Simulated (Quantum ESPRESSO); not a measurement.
Slab: Ti, a slab with vacuum.

```xyz
5
Lattice="2.9500 0.0000 0.0000 -1.4750 2.5548 0.0000 0.0000 0.0000 24.3720" Properties=species:S:1:pos:R:3 pbc="T T T"
Ti    0.0000    1.7032    7.5000
Ti    1.4750    0.8516    9.8430
Ti    0.0000    1.7032   12.1860
Ti    1.4750    0.8516   14.5290
Ti    0.0000    1.7032   16.8720
```

A sound run:

- Program: Quantum ESPRESSO 7.5
- Task: work function
- Functional: PBE
- Potentials or basis: PseudoDojo 0.4.1 SR PBE standard
- Cutoff: 1143 eV
- Density cutoff: 4572 eV
- k mesh: 10 × 10 × 1
- Occupations: fermi-dirac, width 0.05 eV
- Spin: no spin polarisation

It gives largest force 0.628 eV/Å; band gap on the k mesh none (metal or under the smearing width).

Q: What do these careless settings give instead: cutoff 463 eV in place of 1143 eV; density cutoff 1850 eV in place of 4572 eV?

A: Largest force 0.521 eV/Å; band gap on the k mesh none (metal or under the smearing width). The run converged, but these numbers show the error of the settings and aren't properties of the slab.
